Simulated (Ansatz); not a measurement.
**CHAlClN: one species, many methods**

The task here is to estimate one member of a computed series from the others.

Method: functionals in def2-TZVPP, the program's frozen cores in correlated methods; program: Ansatz 0.2.0, Gaussian basis.

Plan: LDA (SPW92), PBE-D4, revPBE-D4, BLYP-D4, r2SCAN-D4, B97M-V, PBE0-D4, B3LYP-D4, r2SCANh-D4, r2SCAN0-D4, HSE06-D4, BHLYP-D4, CAM-B3LYP-D4, LC-ωPBE, ωB97X-V, ωB97M-V, B2PLYP, PBE-QIDH; CCSD(T)/def2-SVP; CCSD(T)/def2-TZVPP; CCSD(T)/def2-QZVPP; extrapolation to the limit; RPA on PBE.

## Structure used throughout

An earlier PBE0-D4 in a triple-zeta def2 set relaxation fixed the geometry.

SMILES `N#[C][AlH][Cl]`, 5 atoms, charge 0, spin multiplicity 1.

Atoms are counted from 1 here; the program's logs count them from 0.

Bond lengths: N1–C2 1.154 Å, C2–Al3 1.926 Å, Al3–Cl4 2.075 Å, Al3–H5 1.562 Å. Angles: N1–C2–Al3 178.5°, C2–Al3–Cl4 116.0°, C2–Al3–H5 121.2°, Cl4–Al3–H5 122.8°.

Set-up of the first run:

File in.yaml:

```yaml
crystal:
  periodic: [false, false, false]
  atoms:
    - {symbol: N, position_ang: [1.458314, -1.459341, 1.294764]}
    - {symbol: C, position_ang: [0.790187, -0.748623, 0.678947]}
    - {symbol: Al, position_ang: [-0.291530, 0.474322, -0.342548]}
    - {symbol: Cl, position_ang: [-2.069164, -0.290215, -1.092813]}
    - {symbol: H, position_ang: [0.162092, 1.950257, -0.579748]}
basis:
  gaussian: {orbitals: def2-TZVPP}
hamiltonian: {xc: lda}
output: {orbitals: {seedname: orbitals}}
```

Started as:

```
> ansatz run in.yaml --threads 2 --pin off --events-out ev --progress --plain --max-ram 22528MiB --backend cpu
```

Among the steps run: LDA; PBE-D4 (GGA); revPBE-D4 (GGA); BLYP-D4 (GGA); r2SCAN-D4 (meta-GGA); B97M-V (meta-GGA); PBE0-D4 (hybrid); B3LYP-D4 (hybrid); r2SCANh-D4 (hybrid); r2SCAN0-D4 (hybrid); HSE06-D4 (hybrid); BHLYP-D4 (hybrid); CAM-B3LYP-D4 (range-separated); LC-ωPBE (range-separated); ωB97X-V (range-separated); ωB97M-V (range-separated); B2PLYP (double hybrid); PBE-QIDH (double hybrid).

One of the session's tables, all rows but one given; the rest of the session is left out.

It belongs to the step «Frontier levels by functional». 

| functional | HOMO (eV) | LUMO (eV) | gap (eV) |
| --- | --- | --- | --- |
| LDA (SPW92) | -8.30 | -3.52 | 4.78 |
| PBE-D4 | ? | ? | ? |
| revPBE-D4 | -8.13 | -3.12 | 5.00 |
| BLYP-D4 | -8.05 | -3.13 | 4.93 |
| r2SCAN-D4 | -8.55 | -3.00 | 5.56 |
| B97M-V | -8.63 | -3.09 | 5.54 |
| PBE0-D4 | -9.62 | -2.45 | 7.17 |
| B3LYP-D4 | -9.37 | -2.67 | 6.70 |
| r2SCANh-D4 | -9.08 | -2.72 | 6.37 |
| r2SCAN0-D4 | -9.87 | -2.31 | 7.56 |
| HSE06-D4 | -9.22 | -2.83 | 6.39 |
| BHLYP-D4 | -10.93 | -1.65 | 9.28 |
| CAM-B3LYP-D4 | -11.03 | -1.50 | 9.54 |
| LC-ωPBE | -12.46 | -0.37 | 12.09 |
| ωB97X-V | -12.07 | -0.47 | 11.60 |
| ωB97M-V | -11.89 | -0.69 | 11.20 |

Q: Estimate the row for PBE-D4 from the others.

As computed: HOMO (eV): -8.18; LUMO (eV): -3.24; gap (eV): 4.93. In the column «HOMO (eV)» it lies between LDA (SPW92) (-8.30) and revPBE-D4 (-8.13).
